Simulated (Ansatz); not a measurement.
Predict the output of the script below (Ansatz 0.2.0, Python API).

`bh6nsite.py`
```python
# -*- coding: utf-8 -*-
"""Rigid torsion scan of BH6NSiTe."""

import ansatz
from ase import Atoms


def main():
    atoms = Atoms(["N", "B", "Si", "Te", "H", "H", "H", "H", "H", "H"], positions=[
        (-1.4728, 0.7504, -0.3403),
        (-0.2124, 0.0271, -0.4372),
        (0.2795, -1.158, 0.9916),
        (1.1873, 0.2629, -2.2032),
        (-1.5931, 1.3829, -1.2251),
        (-1.4444, 1.4606, 0.4611),
        (1.6348, -1.7757, 0.6916),
        (-0.6683, -2.19, 1.1589),
        (0.4313, -0.3732, 2.2952),
        (1.9412, 1.5618, -1.3897),
    ])

    # relax first, so that the scan starts from a minimum
    first = (
        ansatz.Crystal.molecule_from_ase(atoms).calculation()
        .basis(gaussian="def2-SVP")
        .functional("r2scan0")
        .relax(force_tolerance=0.02, max_steps=80)
    )
    atoms.positions = first.run(threads=1, pin="off").report["positions_ang"]

    start = atoms.get_dihedral(0, 1, 2, 6)
    energies = {}
    for turn in range(0, 121, 20):
        turned = atoms.copy()
        turned.set_dihedral(0, 1, 2, 6, start + turn, indices=[2, 6, 7, 8])
        setup = (
            ansatz.Crystal.molecule_from_ase(turned).calculation()
            .basis(gaussian="def2-SVP")
            .functional("r2scan0")
        )
        energies[round((start + turn) % 360)] = setup.run(threads=1, pin="off").report["free_energy_ev"]
    floor = min(energies.values())
    print("dihedral N0-B1-Si2-H6 (deg)   E - E(min) (kcal/mol)")
    for angle, e in sorted(energies.items()):
        print(f"{angle:8d} {23.060548 * (e - floor):14.3f}  " + "#" * int(30 * (e - floor) / max(max(energies.values()) - floor, 1e-9)))


if __name__ == "__main__":
    main()
```

```console
$ python bh6nsite.py
dihedral N0-B1-Si2-H6 (deg)   E - E(min) (kcal/mol)
     239          0.000
     259          0.177  ######
     279          0.562  #####################
     299          0.777  ##############################
     319          0.599  #######################
     339          0.220  ########
     359          0.019
```

Caveats:
- The scan is rigid and the energies are electronic, in a modest basis. With rigid groups the curve can differ much from the relaxed path, the start wasn't checked as a minimum of this torsion, and equivalent turns needn't return to the same energy.
- def2 sets replace the cores of elements past krypton by effective core potentials.
- Run time: 3.6 min on 1 thread of Arm Neoverse V2, with other jobs on the host, peak memory 0.33 GiB.
